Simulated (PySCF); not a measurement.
# AsGeH₆N: geometry, NMR shifts, spin-spin couplings, electronic excitations and core binding energies

Aim: predict the NMR shifts, spin-spin couplings, electronic excitations and core binding energies of AsGeH₆N (`[NH2][GeH2][AsH2]`).

Programs: PySCF 2.14.0, with density-fitted response routines of our own. Each step states its level of theory. These are calculated values for one molecule in the gas phase, unless marked as measured. Atoms are numbered from 0 throughout.

**1. The molecule as given**

9 atoms, charge 0, multiplicity 1; geometry from: GFN2-xTB.

Bonds of the start (Å): N0–Ge1 1.83, Ge1–As2 2.38, N0–H3 1.01, N0–H4 1.01, Ge1–H5 1.52, Ge1–H6 1.54, As2–H7 1.50, As2–H8 1.50.

**2. Relaxing the molecule at PBE0-D3(BJ)/def2-SVP**

The job: settings as JSON, then the geometry in Å.

```
{"job": {"xc": "PBE0", "basis": "def2-SVP", "d3": "d3bj", "grid": 1, "kind": "geom"}, "charge": 0, "multiplicity": 1}
N     -1.530740     0.714450    -0.119850
Ge    -0.168460    -0.417250     0.327820
As     1.769560     0.215460    -0.903330
H     -1.683690     0.862300    -1.107480
H     -2.427660     0.545370     0.311990
H     -0.134660    -0.294780     1.840290
H     -0.574850    -1.885060     0.103290
H      2.571100    -0.880690    -0.259490
H      2.206520     1.152200     0.183640
```

What it wrote:

```text
step   0  E = -4370.06995732  max force = 0.016616
step   1  E = -4370.07329807  max force = 0.007628
step   2  E = -4370.07374405  max force = 0.001611
step   3  E = -4370.07383652  max force = 0.001161
step   4  E = -4370.07386589  max force = 0.001067
step   5  E = -4370.07389393  max force = 0.000997
step   6  E = -4370.07390940  max force = 0.001295
step   7  E = -4370.07392904  max force = 0.001366
step   8  E = -4370.07395418  max force = 0.000859
step   9  E = -4370.07396497  max force = 0.000330
optimisation converged
```

Run time: 55 s. Hardware: 1 thread, shared host.

Step by step:

```tsv
step	energy from step 0 (eV)	largest force component (eV/Å)
0	0.0000	0.8544
1	-0.0909	0.3922
2	-0.1030	0.0828
3	-0.1056	0.0597
4	-0.1064	0.0549
5	-0.1071	0.0513
6	-0.1075	0.0666
7	-0.1081	0.0702
8	-0.1088	0.0442
9	-0.1091	0.0170
```

Close pairs (by a distance rule), those that changed most:

```tsv
bond	before (Å)	after (Å)	change (Å)
Ge1–As2	2.382	2.419	+0.038
As2–H8	1.500	1.524	+0.024
Ge1–H5	1.518	1.541	+0.023
As2–H7	1.503	1.526	+0.023
N0–Ge1	1.827	1.841	+0.014
Ge1–H6	1.539	1.553	+0.013
N0–H4	1.010	1.017	+0.008
N0–H3	1.010	1.017	+0.007
```

The final coordinates are the input of the step that follows.

```tsv
at the end point	value
point group (found at 0.08 Å tolerance)	C1
rotational constants (GHz, main isotopes)	10.182, 1.759, 1.556
dipole moment (D)	1.23
```

**3. NMR shieldings: PBE0/pcSseg-1**

The job: settings as JSON, then the geometry in Å.

```
{"job": {"kind": "nmr", "xc": "PBE0", "basis": "pcSseg-1"}, "charge": 0, "multiplicity": 1}
N     -1.442805     0.875371    -0.177250
Ge    -0.259631    -0.424342     0.370045
As     1.764772    -0.011322    -0.888771
H     -1.658868     0.846712    -1.170806
H     -2.319656     0.879234     0.338736
H     -0.105434    -0.255413     1.893736
H     -0.704883    -1.882250     0.074204
H      2.529473    -1.094965    -0.134790
H      2.224151     1.078976     0.071775
```

Method: GIAO PBE0/pcSseg-1 NMR shielding, non-relativistic, gas phase.

What it wrote:

```text
coarse grid: 34704 points
cycle   1  E = -4370.1047108892  dE = -1.502e+00  |g| = 1.122e+00  |ddm| = 2.799e+00
cycle   2  E = -4370.0448258217  dE =  5.989e-02  |g| = 1.107e+00  |ddm| = 1.016e+00
cycle   3  E = -4370.1770911837  dE = -1.323e-01  |g| = 2.217e-01  |ddm| = 7.683e-01
cycle   4  E = -4370.1862651231  dE = -9.174e-03  |g| = 6.282e-02  |ddm| = 1.845e-01
cycle   5  E = -4370.1868542073  dE = -5.891e-04  |g| = 1.053e-02  |ddm| = 4.629e-02
cycle   6  E = -4370.1868726795  dE = -1.847e-05  |g| = 2.187e-03  |ddm| = 1.019e-02
cycle   7  E = -4370.1868732763  dE = -5.968e-07  |g| = 5.587e-04  |ddm| = 2.443e-03
final grid: 69336 points
cycle   8  E = -4370.1867990942  dE = -1.952e-08  |g| = 6.846e-04  |ddm| = 1.814e-03
cycle   9  E = -4370.1867990665  dE =  2.771e-08  |g| = 8.803e-04  |ddm| = 1.623e-03
cycle  10  E = -4370.1867991654  dE = -9.884e-08  |g| = 4.446e-05  |ddm| = 8.086e-04
cycle  11  E = -4370.1867991658  dE = -4.475e-10  |g| = 1.477e-05  |ddm| = 6.365e-05
converged SCF energy = -4370.1867991658

GIAO shielding tensors (ppm)
atom      isotropic    diamagn.    paramagn.     s11        s22        s33       span
  0 N      263.109     316.916     -53.808    223.063    261.625    304.638     81.575
  1 Ge    1396.095    2755.182   -1359.088   1255.955   1371.721   1560.609    304.654
  2 As    1934.743    2876.477    -941.734   1794.026   1926.500   2083.704    289.678
  3 H       31.723      30.928       0.795     23.089     28.862     43.219     20.129
  4 H       31.510      30.064       1.445     22.487     26.886     45.156     22.669
  5 H       26.053      28.293      -2.240     19.602     21.482     37.076     17.474
  6 H       25.880      28.151      -2.271     18.807     21.451     37.381     18.574
  7 H       29.440      28.537       0.903     22.158     24.058     42.104     19.946
  8 H       29.065      28.533       0.533     21.601     24.137     41.458     19.857
```

Run time: 12 s. Hardware: 1 thread, shared host.

The references, computed at this level on geometries of the same kind, shield at (ppm): 1H TMS 31.27, 15N NH3 265.7, 73Ge GeMe4 1330, 75As AsH3 1910. Their shielding less the atom's gives the shift. The references are single molecules in the gas phase, so shifts against H2O, NH3, PH3, H3PO4 or CFCl3 are not on the usual liquid scales and can be off by tens of ppm. Shifts against hydride references such as AlH4− lie on their own scale. Atoms listed in one row are averaged.

```tsv
atoms	environment	σ (ppm)	δ (ppm)
H5, H6	hydrogen on a germanium bonded to As, N	25.97	5.30
H7, H8	hydrogen on an arsenic bonded to Ge	29.25	2.01
H3, H4	hydrogen on a nitrogen bonded to Ge	31.62	-0.35
N0	nitrogen bonded to Ge, 2 H	263.1	2.6
Ge1	germanium bonded to As, N, 2 H	1396	-66
As2	arsenic bonded to Ge, 2 H	1935	-24
```

Charges from the same density, by scheme (e):

```tsv
atoms	Mulliken	IAO	Hirshfeld	ESP fit
N0	-0.67	-0.79	-0.33	-0.88
Ge1	0.46	0.57	0.30	0.52
As2	-0.27	-0.04	0.03	-0.18
```

Mayer bond orders: N0–Ge1 0.96, Ge1–As2 0.97.

**4. J couplings: B3LYP/pcSseg-1+pcJ-1**

Settings changed since step 3:

```diff
@@ -1,2 +1,2 @@
-{"job": {"kind": "nmr", "xc": "PBE0", "basis": "pcSseg-1"}, "charge": 0, "multiplicity": 1}
+{"job": {"kind": "j", "xc": "B3LYP", "basis": "pcJ-1"}, "charge": 0, "multiplicity": 1}
 N     -1.442805     0.875371    -0.177250
```

With the program's defaults for keys left out, this is: B3LYP/pcJ-1 As:pcSseg-1 Ge:pcSseg-1 indirect spin-spin coupling, non-relativistic, gas phase.

What it wrote:

```text
coarse grid: 34704 points
cycle   1  E = -4370.8084687815  dE = -1.476e+00  |g| = 1.214e+00  |ddm| = 2.591e+00
cycle   2  E = -4370.7003552516  dE =  1.081e-01  |g| = 1.300e+00  |ddm| = 1.198e+00
cycle   3  E = -4370.8916062427  dE = -1.913e-01  |g| = 2.865e-01  |ddm| = 9.556e-01
cycle   4  E = -4370.9073358284  dE = -1.573e-02  |g| = 7.779e-02  |ddm| = 2.308e-01
cycle   5  E = -4370.9081573743  dE = -8.215e-04  |g| = 1.517e-02  |ddm| = 5.830e-02
cycle   6  E = -4370.9081952999  dE = -3.793e-05  |g| = 3.196e-03  |ddm| = 1.526e-02
cycle   7  E = -4370.9081966318  dE = -1.332e-06  |g| = 8.200e-04  |ddm| = 3.892e-03
final grid: 69336 points
cycle   8  E = -4370.9080992875  dE =  6.724e-09  |g| = 1.078e-03  |ddm| = 2.713e-03
cycle   9  E = -4370.9080991769  dE =  1.106e-07  |g| = 1.479e-03  |ddm| = 2.839e-03
cycle  10  E = -4370.9080994769  dE = -3.000e-07  |g| = 7.925e-05  |ddm| = 1.455e-03
cycle  11  E = -4370.9080994784  dE = -1.436e-09  |g| = 2.625e-05  |ddm| = 1.122e-04
cycle  12  E = -4370.9080994785  dE = -1.482e-10  |g| = 4.270e-06  |ddm| = 2.355e-05
converged SCF energy = -4370.9080994785

Indirect spin-spin couplings (Hz)
  i      j    bonds     total        FC       PSO       DSO        SD
  0 N    3 H    1    -69.697   -65.841    -2.990    -0.453    -0.413
  0 N    4 H    1    -69.147   -65.280    -3.017    -0.438    -0.412
  0 N    5 H    2     -9.871   -10.067    -0.044     0.216     0.024
  0 N    6 H    2      1.889     1.625    -0.097     0.333     0.028
  0 N    7 H    3     -5.118    -5.395    -0.051     0.319     0.009
  0 N    8 H    3      0.481     0.451     0.003     0.033    -0.005
  3 H    4 H    2     -6.952    -9.470     5.500    -3.452     0.470
  3 H    5 H    3     11.491    13.644     2.198    -4.342    -0.010
  3 H    6 H    3     -2.085    -1.421     0.574    -1.263     0.026
  3 H    7 H    4     -2.063    -0.259     0.878    -2.678    -0.003
  3 H    8 H    4     -0.557    -0.002     0.570    -1.122    -0.002
  4 H    5 H    3     -0.046     0.103     0.272    -0.457     0.036
  4 H    6 H    3     -2.938    -2.030     0.752    -1.674     0.013
  4 H    7 H    4      0.716     2.214     1.129    -2.637     0.011
  4 H    8 H    4     -1.114    -0.616     0.984    -1.471    -0.011
  5 H    6 H    2     26.779    29.481     1.027    -3.784     0.055
  5 H    7 H    3      1.146     1.177     0.030    -0.066     0.005
  5 H    8 H    3      7.148     6.572    -0.220     0.779     0.017
  6 H    7 H    3     -0.498    -0.678    -0.031     0.198     0.013
  6 H    8 H    3      6.525     9.214     1.056    -3.754     0.010
  7 H    8 H    2    -10.581   -10.490     0.688    -0.887     0.108
```

Wall time 43 s (1 thread, shared host).

A choice of the couplings up to four bonds, sorted by the number of bonds, with means over like pairs; isotopes 1H, 15N:

```tsv
pair	bonds	J (Hz)	Fermi contact (Hz)
N0–H3	1	-69.4	-65.6
H5–H6	2	26.8	29.5
H7–H8	2	-10.6	-10.5
H3–H4	2	-7.0	-9.5
N0–H5	2	-4.0	-4.2
H5–H7	3	3.6	4.1
N0–H7	3	-2.3	-2.5
H3–H5	3	1.6	2.6
```

The response was solved for the nuclei of H, N alone, so couplings that need other nuclei can be missing.

Quadrupole couplings from the field gradients of the same density:

```tsv
atom	isotope	eQq/h (MHz)	η
As2	75As	-147.5	0.38
Ge1	73Ge	24.0	0.75
N0	14N	-4.648	0.16
```

Shifts (PBE0/pcSseg-1, unscaled) and these couplings together give the proton spectrum at 300 MHz below. Couplings to quadrupolar nuclei are left out.

1H NMR δ 5.30 (t, J = 3.6 Hz, 2H), 2.01 (t, J = 3.6 Hz, 2H), -0.35 (br s, 2H). The letters are first-order; like nuclei with unlike couplings give more lines.

**5. Ultraviolet spectrum: CAM-B3LYP/def2-SVPD**

Settings changed since step 4:

```diff
@@ -1,2 +1,2 @@
-{"job": {"kind": "j", "xc": "B3LYP", "basis": "pcJ-1"}, "charge": 0, "multiplicity": 1}
+{"job": {"kind": "uv", "xc": "CAM-B3LYP", "basis": "def2-SVPD", "ip": true}, "charge": 0, "multiplicity": 1}
 N     -1.442805     0.875371    -0.177250
```

Level: TDDFT CAM-B3LYP/def2-SVPD, vertical, gas phase, core orbitals frozen in the response.

What it wrote:

```text
coarse grid: 34704 points
cycle   1  E = -4370.8408295499  dE = -1.390e+00  |g| = 5.532e-01  |ddm| = 3.346e+00
cycle   2  E = -4370.8296773012  dE =  1.115e-02  |g| = 6.159e-01  |ddm| = 1.560e+00
cycle   3  E = -4370.8897892902  dE = -6.011e-02  |g| = 5.740e-02  |ddm| = 7.234e-01
cycle   4  E = -4370.8904442191  dE = -6.549e-04  |g| = 2.073e-02  |ddm| = 1.161e-01
cycle   5  E = -4370.8905257631  dE = -8.154e-05  |g| = 5.158e-03  |ddm| = 2.572e-02
cycle   6  E = -4370.8905313458  dE = -5.583e-06  |g| = 1.146e-03  |ddm| = 1.639e-02
final grid: 69336 points
cycle   7  E = -4370.8904380328  dE = -2.133e-07  |g| = 1.065e-03  |ddm| = 2.946e-03
cycle   8  E = -4370.8904380001  dE =  3.268e-08  |g| = 1.136e-03  |ddm| = 2.953e-03
cycle   9  E = -4370.8904382016  dE = -2.015e-07  |g| = 1.117e-04  |ddm| = 1.322e-03
cycle  10  E = -4370.8904382044  dE = -2.810e-09  |g| = 2.694e-05  |ddm| = 2.454e-04
cycle  11  E = -4370.8904382048  dE = -4.002e-10  |g| = 1.153e-05  |ddm| = 1.293e-04
converged SCF energy = -4370.8904382048

Static polarisability (au): isotropic 75.466, principal 65.300 69.885 91.213

Singlet excitations
state   eV       nm        f      main configurations
  1   6.0387    205.3   0.02443   H->L 0.62, H-1->L 0.17, H->L+2 0.09
  2   6.3202    196.2   0.02399   H->L+1 0.51, H->L+2 0.23, H->L+3 0.10
  3   6.4714    191.6   0.03576   H-1->L 0.43, H->L+3 0.31, H->L 0.10
  4   6.6339    186.9   0.33899   H->L+2 0.36, H->L+1 0.36, H->L 0.12
  5   6.8483    181.0   0.02602   H->L+3 0.28, H-1->L 0.26, H->L+2 0.17
  6   7.1104    174.4   0.02502   H-1->L+1 0.46, H->L+3 0.14, H-1->L+2 0.13
  7   7.1813    172.6   0.01083   H-1->L+2 0.48, H-1->L+1 0.27
  8   7.6618    161.8   0.03745   H-1->L+3 0.79
  9   7.6929    161.2   0.07558   H-2->L 0.74
 10   7.9333    156.3   0.01077   H->L+4 0.47, H-2->L+2 0.14, H->L+6 0.13

Triplet excitations (Tamm-Dancoff, eV): 5.2276 5.6453 5.8073 6.0807
Vertical ionisation energy (delta-SCF) = 9.3227 eV
```

It took 61 s on 1 thread, shared host.

Frontier orbitals and where they lie:

```tsv
orbital	eV	atoms
HOMO−3	-11.12	Ge1 29 %, H5 20 %, As2 17 %
HOMO−2	-10.16	As2 40 %, Ge1 19 %, N0 14 %
HOMO−1	-8.98	N0 42 %, As2 20 %, Ge1 14 %
HOMO	-8.46	As2 46 %, N0 18 %, Ge1 17 %
LUMO	0.57	Ge1 40 %, As2 22 %, H5 9 %
LUMO+1	1.06	As2 44 %, Ge1 20 %, H8 14 %
LUMO+2	1.30	As2 27 %, Ge1 15 %, N0 14 %
```

With each of the 10 states as a Gaussian band of 0.4 eV half-width at 1/e, the curve within the window shown has maxima at 188 nm (ε 17,000), 162 nm (ε 5,100) L/(mol cm). Beyond the last state computed it falls off for lack of states. The curve at chosen wavelengths:

(nm, ε (L/mol/cm)): (151, 939), (154, 2165), (157, 3706), (160, 4859), (163, 5095), (166, 4620), (169, 4211), (173, 5066), (176, 7193), (179, 10329), (182, 13636), (185, 16020), (188, 16674), (191, 15488), (194, 13008), (197, 10046), (200, 7277), (203, 5050), (206, 3423), (210, 2009), (213, 1338), (216, 880), (219, 566), (222, 354), (225, 214), (228, 124)

Further results of this job:

```tsv
property	computed
dipole moment (D)	1.14
polarisability (Å³)	11.18
HOMO–LUMO gap (eV)	9.03
−ε(HOMO) (eV)	8.46
```

**6. NMR shieldings: mPW1PW91/pcSseg-2**

Settings changed since step 5:

```diff
@@ -1,2 +1,2 @@
-{"job": {"kind": "uv", "xc": "CAM-B3LYP", "basis": "def2-SVPD", "ip": true}, "charge": 0, "multiplicity": 1}
+{"job": {"kind": "nmr", "xc": "mPW1PW91", "basis": "pcSseg-2", "pop": false}, "charge": 0, "multiplicity": 1}
 N     -1.442805     0.875371    -0.177250
```

Method: GIAO mPW1PW91/pcSseg-2 NMR shielding, non-relativistic, gas phase.

What it wrote:

```text
coarse grid: 34704 points
cycle   1  E = -4371.6075031558  dE = -1.539e+00  |g| = 1.351e+00  |ddm| = 2.130e+00
cycle   2  E = -4371.5190834135  dE =  8.842e-02  |g| = 1.457e+00  |ddm| = 7.910e-01
cycle   3  E = -4371.6905146927  dE = -1.714e-01  |g| = 2.387e-01  |ddm| = 5.877e-01
cycle   4  E = -4371.6987497193  dE = -8.235e-03  |g| = 8.689e-02  |ddm| = 1.482e-01
cycle   5  E = -4371.6999086522  dE = -1.159e-03  |g| = 1.305e-02  |ddm| = 4.438e-02
cycle   6  E = -4371.6999354221  dE = -2.677e-05  |g| = 2.906e-03  |ddm| = 8.660e-03
cycle   7  E = -4371.6999361599  dE = -7.378e-07  |g| = 7.931e-04  |ddm| = 1.680e-03
final grid: 69336 points
cycle   8  E = -4371.6998636200  dE = -4.487e-08  |g| = 1.072e-03  |ddm| = 1.873e-03
cycle   9  E = -4371.6998635438  dE =  7.618e-08  |g| = 1.496e-03  |ddm| = 1.275e-03
cycle  10  E = -4371.6998637441  dE = -2.003e-07  |g| = 7.014e-05  |ddm| = 6.378e-04
cycle  11  E = -4371.6998637451  dE = -1.057e-09  |g| = 2.402e-05  |ddm| = 6.897e-05
cycle  12  E = -4371.6998637452  dE = -1.019e-10  |g| = 3.324e-06  |ddm| = 1.371e-05
converged SCF energy = -4371.6998637452

GIAO shielding tensors (ppm)
atom      isotropic    diamagn.    paramagn.     s11        s22        s33       span
  0 N      257.002     308.796     -51.793    223.806    256.817    290.384     66.578
  1 Ge    1397.047    2755.890   -1358.844   1260.164   1372.332   1558.643    298.479
  2 As    1913.378    2876.775    -963.398   1779.486   1910.697   2049.950    270.464
  3 H       31.642      30.408       1.233     23.340     28.698     42.887     19.547
  4 H       31.397      29.732       1.665     22.668     26.800     44.722     22.054
  5 H       26.047      29.066      -3.019     19.660     21.590     36.892     17.232
  6 H       25.916      28.749      -2.833     19.003     21.487     37.256     18.253
  7 H       29.367      28.774       0.593     22.213     24.108     41.781     19.568
  8 H       29.088      28.985       0.103     21.809     24.299     41.155     19.346
```

Wall time 32 s (1 thread, shared host).

In short: δ N0 3.5, Ge1 -66, As2 -11, H5 5.31, H7 2.07 ppm (means over like atoms).

**7. Core-electron binding energies: SCAN, X2C**

Settings changed since step 6:

```diff
@@ -1,2 +1,2 @@
-{"job": {"kind": "nmr", "xc": "mPW1PW91", "basis": "pcSseg-2", "pop": false}, "charge": 0, "multiplicity": 1}
+{"job": {"kind": "xps"}, "charge": 0, "multiplicity": 1}
 N     -1.442805     0.875371    -0.177250
```

Method: delta-SCF UKS SCAN, pcX-2 on the ionised atom, pcseg-1 elsewhere, spin-free X2C.

What it wrote:

```text
ground state, core basis on atom 0 (N), 129 functions
  cycle   1  E = -4407.71688148  |g| = 4.83e-01
  cycle   2  E = -4407.58380122  |g| = 8.94e-01
  cycle   3  E = -4407.76710918  |g| = 7.85e-02
  cycle   4  E = -4407.76869896  |g| = 2.80e-02
  cycle   5  E = -4407.76891918  |g| = 9.40e-03
  cycle   6  E = -4407.76895150  |g| = 3.47e-03
  cycle   7  E = -4407.76895607  |g| = 8.65e-04
  cycle   8  E = -4407.76895547  |g| = 1.37e-04
  E(ground) = -4407.80298892 Eh
hole in N 1s of atom 0
  cycle   1  E = -4392.19460958  |g| = 1.86e+00
  cycle   2  E = -4390.90048228  |g| = 2.28e+00
  cycle   3  E = -4392.76990736  |g| = 4.87e-01
  cycle   4  E = -4392.85340041  |g| = 2.61e-01
  cycle   5  E = -4392.90093918  |g| = 8.32e-02
  cycle   6  E = -4392.90492866  |g| = 1.30e-02
  cycle   7  E = -4392.90505615  |g| = 5.19e-03
  cycle   8  E = -4392.90508195  |g| = 1.66e-03
  cycle   9  E = -4392.90508236  |g| = 8.43e-04
  cycle  10  E = -4392.90508394  |g| = 2.12e-04
  E(ion) = -4392.93913703 Eh   <S^2> = 0.7658   hole on atom = 1.000   binding energy = 404.466 eV
```

Wall time 6.5 s (1 thread, shared host).

The holes in one table. −ε is the ground-state orbital energy:

```tsv
hole	stands for	environment	ΔSCF (eV)	−ε (eV)	⟨S²⟩
N1s on N0	N0	nitrogen bonded to Ge, 2 H	404.47	385.6	0.766
```

**8. Side by side: NMR shifts**

Shifts (ppm), means over like atoms, with basis size and wall time:

```tsv
run	H5	H7	H3	N0	Ge1	As2	functions	time
PBE0/pcSseg-1	5.30	2.01	-0.35	2.6	-66	-24	129	12 s
mPW1PW91/pcSseg-2	5.31	2.07	-0.23	3.5	-66	-11	246	32 s
```

**9. Outcome**

| quantity | value |
| --- | --- |
| point group | C1 |
| rotational constants (main isotopes) | 10.18, 1.76, 1.56 GHz |
| 1H shifts against TMS (PBE0/pcSseg-1, means over atoms taken as alike) | 5.30, 2.01, -0.35 ppm |
| 15N shifts against NH3 (PBE0/pcSseg-1) | 2.6 ppm |
| 73Ge shifts against GeMe4 (PBE0/pcSseg-1) | -66 ppm |
| 75As shifts against AsH3 (PBE0/pcSseg-1) | -24 ppm |
| largest coupling of the table (B3LYP/pcSseg-1+pcJ-1) | 1J(N,H) N0–H3, -69.4 Hz |
| lowest singlet (CAM-B3LYP/def2-SVPD) | 6.04 eV (205 nm), f = 0.024 |
| brightest single state of those computed | state 4, 6.63 eV, f = 0.339 |
| lowest triplet | 5.23 eV |
| vertical ionisation energy (ΔSCF) | 9.32 eV |
| N1s binding energies, SCAN/pcX-2 | N0 404.47 eV |
| range of the shift of As2 | -24 to -11 ppm |

What this shows: Relaxing lowered the energy by 0.109 eV in 9 steps; the close pair that moved most is Ge1–As2, from 2.382 to 2.419 Å. Of the pairs tabulated at B3LYP/pcSseg-1+pcJ-1, N0–H3 (mean over like pairs) couples most strongly (-69.4 Hz; Fermi contact -65.6 Hz). The first singlet state (HOMO→LUMO 0.62, HOMO−1→LUMO 0.17) lies at 6.04 eV and is weak; of the 10 states computed, the strongest absorption comes from state 4 at 6.63 eV. The lowest triplet lies 0.81 eV below the lowest singlet (triplets in Tamm-Dancoff, singlets in full TDDFT). The orbital energy would give 8.46 eV for ionisation, ΔSCF gives 9.32 eV. Across the 2 runs the shift of As2 moves most, between -24 (PBE0/pcSseg-1) and -11 ppm (mPW1PW91/pcSseg-2). Spin-orbit coupling is left out, which matters for shieldings and couplings at and beside the heavy atoms.
